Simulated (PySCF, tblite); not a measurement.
# C₆H₅O radical: geometry, infrared bands and EPR parameters

What infrared bands and EPR parameters should C₆H₅O radical (`C#C[C]1C=COC1`) show?

Programs: tblite 0.8.0 and PySCF 2.14.0, with density-fitted response routines of our own. Each step states its level of theory. These are calculated values for one molecule in the gas phase, unless marked as measured. Atoms count from 0, in the outputs and in this text.

**1. The starting structure**

12 atoms, charge 0, multiplicity 2; geometry from: force field or distance geometry start.

Bonds of the start (Å): C0–C1 1.21, C1–C2 1.40, C2–C3 1.42, C3–C4 1.32, C4–O5 1.39, O5–C6 1.46, C6–C2 1.50, C0–H7 1.06, C3–H8 1.09, C4–H9 1.08, C6–H10 1.09, C6–H11 1.09.

**2. Relaxing the molecule with GFN2-xTB**

What the job is given:

```
{"job": {"kind": "relax", "xc": "GFN2-xTB", "basis": "xTB"}, "charge": 0, "multiplicity": 2}
C      2.902500     0.097000    -0.041100
C      1.690100     0.060500    -0.014100
C      0.297000     0.001400     0.040800
C     -0.490800    -1.064800     0.537700
C     -1.764900    -0.727100     0.409600
O     -2.008500     0.512500    -0.170800
C     -0.675200     1.045000    -0.433800
H      3.964300     0.140900    -0.066600
H     -0.105400    -1.992400     0.967000
H     -2.652300    -1.280200     0.674400
H     -0.566800     1.980000     0.118200
H     -0.588700     1.226500    -1.503100
```

Run with:

```sh
OMP_NUM_THREADS=1 python probes_run.py task.json out
```

The driver reads the jobs from task.json and runs them one after another.

**Question.** This job is followed by: GFN2-xTB harmonic vibrations, gas phase; UKS B3LYP, pcH-1 on C H O, non-relativistic, mean-field spin-orbit, GIAO. What will the session give for the following? strongest single infrared mode (GFN2-xTB); zero-point energy (GFN2-xTB); g(iso) (B3LYP); ⟨S²⟩; largest a(iso) (averaged by class); potential on the surface of density 0.002 e/bohr³, 1st and 99th percentile.

The runs gave:

```
                                                                  quantity                      value
                                 strongest single infrared mode (GFN2-xTB)       1486 cm⁻¹, 96 km/mol
                                              zero-point energy (GFN2-xTB)              53.9 kcal/mol
                                                            g(iso) (B3LYP)                    2.00316
                                                                      ⟨S²⟩         0.774 (exact 0.75)
                                        largest a(iso) (averaged by class)  1H on H10, H11, 100.3 MHz
potential on the surface of density 0.002 e/bohr³, 1st and 99th percentile         -1.01 V and 1.35 V
```

The optimisation took 25 steps and gained 0.128 eV; among the close pairs (by a distance rule), C3–C4 changed most, from 1.324 to 1.364 Å. No mode is imaginary among the 30: a minimum at this level. The strongest single mode, at 1486 cm⁻¹, moves mainly C4 and C3. Unscaled tight-binding wavenumbers are off by several per cent, some by more. Its intensities can rank the bands wrongly. The largest spin populations lie on C2 (0.50 e), C4 (0.40 e). The isotropic g lies 0.8 ppt above the free-electron value. The conformer search found further structures of the same energy, which may be mirror or relabelled copies of this one.
